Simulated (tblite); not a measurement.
# C3H11AsNSi: the cost of one run

Computed with tblite 0.8.0 and PySCF 2.14.0, with density-fitted response routines of our own, on a single molecule in the gas phase. Atoms are numbered from 0 throughout.

## 1. The molecule as given

17 atoms, charge 0, multiplicity 2; geometry from: force field or distance geometry start.

Bonds of the start (Å): C0–N1 1.43, N1–C2 1.43, N1–C3 1.43, C3–Si4 1.83, Si4–As5 2.27, C0–H6 1.09, C0–H7 1.12, C0–H8 1.12, C2–H9 1.13, C2–H10 1.10, C2–H11 1.11, C3–H12 1.12, C3–H13 1.12, Si4–H14 1.44, As5–H15 1.52, As5–H16 1.55.

## 2. Geometry optimisation with GFN2-xTB

What the job is given:

```
{"job": {"kind": "relax", "xc": "GFN2-xTB", "basis": "xTB"}, "charge": 0, "multiplicity": 2}
C     -0.474400     1.146500     0.507600
N     -0.631900     0.006200    -0.349200
C     -2.013600    -0.127200    -0.709700
C     -0.075000    -1.206400     0.175200
Si     1.717300    -1.224200     0.552000
As     2.971000     0.405900    -0.413700
H     -0.203400     0.910000     1.534400
H     -1.454700     1.682000     0.559100
H      0.226500     1.855200    -0.000200
H     -2.657400    -0.267500     0.213500
H     -2.110900    -0.945900    -1.437000
H     -2.318900     0.842500    -1.162700
H     -0.226900    -1.968100    -0.635700
H     -0.636700    -1.638200     1.044700
H      2.096200    -1.633100     1.878200
H      3.080000     0.354200    -1.932800
H      2.705700     1.820100     0.166300
```

Command:

```
$ OMP_NUM_THREADS=1 python probes_run.py task.json out
```

One launch serves the whole session: the jobs run in the order shown.

**Question.** How long does this first job take on 1 thread of Arm Neoverse V2, shared host?

About 1 s.
